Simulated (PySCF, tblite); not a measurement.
# C4H5F3O2: a rotation path, then NMR shifts on frames, part 2 of 2

tblite 0.8.0 and PySCF 2.14.0. Atoms count from 0.

### 5 NMR shieldings: image 4, PBE0/pcSseg-1

What the job is given:

```
{"job": {"kind": "nmr", "xc": "PBE0", "basis": "pcSseg-1", "pop": false}, "charge": 0, "multiplicity": 1}
C      2.055300    -0.391300     0.543900
O      1.310400    -0.170000     1.727000
C     -0.008200     0.038600     1.638300
C     -0.847300     0.127200     0.612400
O     -0.464900     0.018100    -0.747900
C     -1.375100     0.118000    -1.693800
F     -1.438900    -1.005000    -2.428900
F     -1.064300     1.098000    -2.557000
F     -2.624600     0.362800    -1.287600
H      3.079200    -0.563800     0.871700
H      1.688500    -1.267100     0.005600
H      2.020900     0.477000    -0.116300
H     -0.436800     0.152500     2.625200
H     -1.894700     0.298100     0.785300
```

Method: GIAO PBE0/pcSseg-1 NMR shielding, non-relativistic, gas phase.

The log of the run:

```text
coarse grid: 12880 points
cycle   1  E = -604.4112889992  dE =  1.651e+00  |g| = 1.074e+00  |ddm| = 3.273e+00
cycle   2  E = -604.2064442165  dE =  2.048e-01  |g| = 1.585e+00  |ddm| = 1.429e+00
cycle   3  E = -604.5996561177  dE = -3.932e-01  |g| = 1.440e-01  |ddm| = 9.643e-01
cycle   4  E = -604.6022431224  dE = -2.587e-03  |g| = 9.244e-02  |ddm| = 1.699e-01
cycle   5  E = -604.6039780159  dE = -1.735e-03  |g| = 1.026e-02  |ddm| = 7.354e-02
cycle   6  E = -604.6039952195  dE = -1.720e-05  |g| = 4.694e-03  |ddm| = 1.037e-02
cycle   7  E = -604.6039998408  dE = -4.621e-06  |g| = 7.447e-04  |ddm| = 3.329e-03
final grid: 128920 points
cycle   8  E = -604.6978617384  dE = -4.318e-05  |g| = 1.346e-02  |ddm| = 2.874e-02
cycle   9  E = -604.6978267601  dE =  3.498e-05  |g| = 1.972e-02  |ddm| = 1.734e-02
cycle  10  E = -604.6978925608  dE = -6.580e-05  |g| = 1.746e-03  |ddm| = 1.135e-02
cycle  11  E = -604.6978932110  dE = -6.502e-07  |g| = 3.798e-04  |ddm| = 1.676e-03
cycle  12  E = -604.6978932322  dE = -2.122e-08  |g| = 2.093e-04  |ddm| = 3.987e-04
cycle  13  E = -604.6978932413  dE = -9.106e-09  |g| = 4.046e-05  |ddm| = 1.546e-04
cycle  14  E = -604.6978932415  dE = -2.306e-10  |g| = 1.269e-05  |ddm| = 2.749e-05
converged SCF energy = -604.6978932415

GIAO shielding tensors (ppm)
atom      isotropic    diamagn.    paramagn.     s11        s22        s33       span
  0 C      126.596     248.088    -121.492    100.153    102.446    177.188     77.034
  1 O      234.084     392.164    -158.080    115.498    264.911    321.842    206.344
  2 C       49.244     249.053    -199.809    -39.091     79.387    107.437    146.527
  3 C       65.708     254.906    -189.198     -9.266    102.416    103.973    113.239
  4 O      205.018     404.137    -199.119    164.297    219.749    231.007     66.710
  5 C       57.085     236.559    -179.474     49.027     55.741     66.487     17.460
  6 F      232.191     470.261    -238.070    160.004    183.049    353.520    193.516
  7 F      232.599     470.382    -237.784    160.828    183.747    353.221    192.393
  8 F      256.028     471.223    -215.195    178.730    242.781    346.572    167.842
  9 H       27.726      28.340      -0.614     23.676     26.256     33.246      9.571
 10 H       27.519      31.347      -3.829     23.738     27.344     31.474      7.736
 11 H       27.458      31.445      -3.987     23.611     27.328     31.437      7.826
 12 H       26.079      28.799      -2.720     22.280     27.380     28.577      6.297
 13 H       25.706      31.444      -5.738     21.702     24.688     30.727      9.026
```

Wall time 21 s (1 thread of Arm Neoverse V1, shared host); peak memory 0.8 GiB.

This run: δ C2 137.7, C5 129.8, C3 121.2, C0 60.3, H13 6.01, H12 5.64 ppm.

### 6 Nuclear shieldings: image 6, PBE0/pcSseg-1

What the job is given:

```
{"job": {"kind": "nmr", "xc": "PBE0", "basis": "pcSseg-1", "pop": false}, "charge": 0, "multiplicity": 1}
C      2.068100    -0.297600     0.544600
O      1.298200    -0.188800     1.727700
C     -0.031200    -0.081300     1.628100
C     -0.851300     0.024900     0.588300
O     -0.424600     0.121900    -0.761600
C     -1.360700     0.164700    -1.683600
F     -1.836600    -1.048900    -2.029500
F     -0.862400     0.701800    -2.794600
F     -2.444400     0.884100    -1.352700
H      3.096800    -0.432100     0.875100
H      1.756300    -1.160800    -0.046500
H      1.990300     0.603100    -0.066100
H     -0.484600    -0.088100     2.610300
H     -1.914600     0.090200     0.738400
```

Method: GIAO PBE0/pcSseg-1 NMR shielding, non-relativistic, gas phase.

The log of the run:

```text
coarse grid: 12880 points
cycle   1  E = -604.4155818768  dE =  1.653e+00  |g| = 1.073e+00  |ddm| = 3.283e+00
cycle   2  E = -604.2100623179  dE =  2.055e-01  |g| = 1.586e+00  |ddm| = 1.422e+00
cycle   3  E = -604.6032294438  dE = -3.932e-01  |g| = 1.459e-01  |ddm| = 9.604e-01
cycle   4  E = -604.6059692317  dE = -2.740e-03  |g| = 9.210e-02  |ddm| = 1.718e-01
cycle   5  E = -604.6076957729  dE = -1.727e-03  |g| = 9.975e-03  |ddm| = 7.303e-02
cycle   6  E = -604.6077120212  dE = -1.625e-05  |g| = 4.511e-03  |ddm| = 1.007e-02
cycle   7  E = -604.6077163320  dE = -4.311e-06  |g| = 7.471e-04  |ddm| = 3.269e-03
final grid: 128920 points
cycle   8  E = -604.7006146452  dE = -4.168e-05  |g| = 1.345e-02  |ddm| = 2.980e-02
cycle   9  E = -604.7005790680  dE =  3.558e-05  |g| = 1.979e-02  |ddm| = 1.750e-02
cycle  10  E = -604.7006453950  dE = -6.633e-05  |g| = 1.781e-03  |ddm| = 1.151e-02
cycle  11  E = -604.7006460763  dE = -6.813e-07  |g| = 3.818e-04  |ddm| = 1.711e-03
cycle  12  E = -604.7006460983  dE = -2.205e-08  |g| = 2.056e-04  |ddm| = 3.972e-04
cycle  13  E = -604.7006461071  dE = -8.783e-09  |g| = 4.085e-05  |ddm| = 1.519e-04
cycle  14  E = -604.7006461073  dE = -2.360e-10  |g| = 1.253e-05  |ddm| = 2.708e-05
converged SCF energy = -604.7006461073

GIAO shielding tensors (ppm)
atom      isotropic    diamagn.    paramagn.     s11        s22        s33       span
  0 C      126.360     248.175    -121.815     99.937    102.226    176.917     76.980
  1 O      232.953     392.237    -159.284    113.934    262.872    322.054    208.120
  2 C       47.881     249.183    -201.302    -41.533     77.407    107.770    149.303
  3 C       65.398     255.639    -190.240    -10.384    102.598    103.982    114.366
  4 O      200.217     403.731    -203.513    159.239    216.412    225.000     65.761
  5 C       57.249     236.720    -179.471     50.107     53.955     67.684     17.577
  6 F      236.490     471.022    -234.532    158.329    193.419    357.722    199.393
  7 F      243.338     470.113    -226.775    175.979    198.717    355.318    179.339
  8 F      250.550     471.367    -220.817    168.837    223.873    358.940    190.102
  9 H       27.718      28.352      -0.634     23.684     26.245     33.226      9.542
 10 H       27.574      31.387      -3.813     23.888     27.351     31.482      7.594
 11 H       27.400      31.474      -4.074     23.456     27.383     31.361      7.905
 12 H       25.986      28.828      -2.842     22.289     27.306     28.365      6.076
 13 H       25.812      31.332      -5.520     22.080     24.601     30.756      8.676
```

Wall time 20 s (1 thread of Arm Neoverse V1, shared host); peak memory 0.8 GiB.

In short: δ C2 139.0, C5 129.7, C3 121.5, C0 60.6, H13 5.90, H12 5.73 ppm.

### 7 Shielding tensors: image 8, PBE0/pcSseg-1

What the job is given:

```
{"job": {"kind": "nmr", "xc": "PBE0", "basis": "pcSseg-1", "pop": false}, "charge": 0, "multiplicity": 1}
C      2.076400    -0.204400     0.550600
O      1.283100    -0.284400     1.721000
C     -0.046900    -0.202800     1.612000
C     -0.853000    -0.051200     0.566500
O     -0.403000     0.066300    -0.775400
C     -1.355100     0.172500    -1.674000
F     -2.203000    -0.873500    -1.697800
F     -0.814100     0.262500    -2.883100
F     -2.141100     1.254400    -1.512900
H      3.107100    -0.287400     0.890800
H      1.849200    -1.019600    -0.138500
H      1.932300     0.748400     0.038600
H     -0.511100    -0.278900     2.586200
H     -1.921300    -0.008600     0.693800
```

With the program's defaults for keys left out, this is: GIAO PBE0/pcSseg-1 NMR shielding, non-relativistic, gas phase.

The log of the run:

```text
coarse grid: 12880 points
cycle   1  E = -604.4169405407  dE =  1.655e+00  |g| = 1.073e+00  |ddm| = 3.288e+00
cycle   2  E = -604.2109974130  dE =  2.059e-01  |g| = 1.586e+00  |ddm| = 1.420e+00
cycle   3  E = -604.6043280779  dE = -3.933e-01  |g| = 1.467e-01  |ddm| = 9.590e-01
cycle   4  E = -604.6071352194  dE = -2.807e-03  |g| = 9.196e-02  |ddm| = 1.726e-01
cycle   5  E = -604.6088600898  dE = -1.725e-03  |g| = 9.819e-03  |ddm| = 7.282e-02
cycle   6  E = -604.6088758762  dE = -1.579e-05  |g| = 4.372e-03  |ddm| = 9.862e-03
cycle   7  E = -604.6088799523  dE = -4.076e-06  |g| = 7.509e-04  |ddm| = 3.214e-03
final grid: 128920 points
cycle   8  E = -604.7018986305  dE = -4.101e-05  |g| = 1.358e-02  |ddm| = 2.465e-02
cycle   9  E = -604.7018620601  dE =  3.657e-05  |g| = 2.001e-02  |ddm| = 1.773e-02
cycle  10  E = -604.7019300011  dE = -6.794e-05  |g| = 1.845e-03  |ddm| = 1.173e-02
cycle  11  E = -604.7019307352  dE = -7.340e-07  |g| = 3.761e-04  |ddm| = 1.759e-03
cycle  12  E = -604.7019307562  dE = -2.103e-08  |g| = 2.054e-04  |ddm| = 3.850e-04
cycle  13  E = -604.7019307649  dE = -8.754e-09  |g| = 3.892e-05  |ddm| = 1.492e-04
cycle  14  E = -604.7019307652  dE = -2.067e-10  |g| = 1.267e-05  |ddm| = 2.592e-05
converged SCF energy = -604.7019307652

GIAO shielding tensors (ppm)
atom      isotropic    diamagn.    paramagn.     s11        s22        s33       span
  0 C      126.405     248.120    -121.715    100.099    102.385    176.731     76.632
  1 O      233.044     392.218    -159.175    114.961    262.527    321.644    206.683
  2 C       47.595     249.251    -201.656    -42.084     76.608    108.260    150.345
  3 C       64.838     256.260    -191.423    -11.860    102.042    104.332    116.192
  4 O      198.109     403.704    -205.596    155.692    215.703    222.930     67.239
  5 C       57.118     236.929    -179.810     50.945     52.136     68.274     17.329
  6 F      243.563     471.314    -227.751    161.443    206.972    362.275    200.832
  7 F      248.426     470.128    -221.703    182.817    205.333    357.127    174.310
  8 F      243.805     471.442    -227.637    161.462    207.052    362.902    201.441
  9 H       27.730      28.355      -0.625     23.690     26.268     33.231      9.542
 10 H       27.470      31.388      -3.918     23.632     27.372     31.405      7.773
 11 H       27.463      31.491      -4.027     23.610     27.402     31.377      7.767
 12 H       25.944      28.839      -2.895     22.329     27.268     28.235      5.906
 13 H       25.889      31.255      -5.366     22.572     24.311     30.783      8.211
```

Wall time 20 s (1 thread of Arm Neoverse V1, shared host); peak memory 0.8 GiB.

This run: δ C2 139.3, C5 129.8, C3 122.1, C0 60.5, H13 5.83, H12 5.77 ppm.

### 8 Run by run: NMR shifts

Shifts (ppm) of some atoms, chosen among heavy atoms and hydrogens apart, with basis size and wall time:

| frame | C2 | H13 | H10 | O4 | F8 | F7 | F6 | functions | time |
| --- | --- | --- | --- | --- | --- | --- | --- | --- | --- |
| image 0 | 139.4 | 5.82 | 4.26 | 137.8 | -72.7 | -72.8 | -77.3 | 178 | 27 s |
| image 2 | 138.8 | 5.92 | 4.28 | 135.3 | -80.6 | -64.9 | -71.3 | 178 | 21 s |
| image 4 | 137.7 | 6.01 | 4.20 | 131.1 | -85.1 | -61.7 | -61.2 | 178 | 21 s |
| image 6 | 139.0 | 5.90 | 4.14 | 135.9 | -79.6 | -72.4 | -65.5 | 178 | 20 s |
| image 8 | 139.3 | 5.83 | 4.25 | 138.0 | -72.9 | -77.5 | -72.6 | 178 | 20 s |

### 9 Summary of results

What follows sums up all 2 parts.

| quantity | value |
| --- | --- |
| barrier | 0.092 eV (2.1 kcal/mol) at image 4 |
| end to end (GFN2-xTB) | 0.000 eV |
| 13C shifts against TMS (PBE0/pcSseg-1, image 0) | 139.4, 129.8, 122.0, 60.6 ppm |
| 1H shifts against TMS (PBE0/pcSseg-1, image 0) | 5.82, 5.77, 4.26, 4.26, 3.99 ppm |
| 17O shifts against H2O (PBE0/pcSseg-1, image 0) | 137.8, 103.2 ppm |
| 19F shifts against CFCl3 (PBE0/pcSseg-1, image 0) | -72.7, -72.8, -77.3 ppm |
| surface potential, 1st and 99th percentile | -0.86 V and 1.29 V |
| range of the shift of F6 | -77.3 to -61.2 ppm |

In words: Along the band the dihedral turns by 121°, and the top (dihedral 2°) lies 2.1 kcal/mol above the start (GFN2-xTB, rough), so at room temperature this motion is fast. The top was not checked by a frequency run. Shifts at one fixed geometry are not the observed spectrum, which averages over the motion. Across the 5 runs the shift of F6 moves most, between -77.3 (image 0) and -61.2 ppm (image 4).
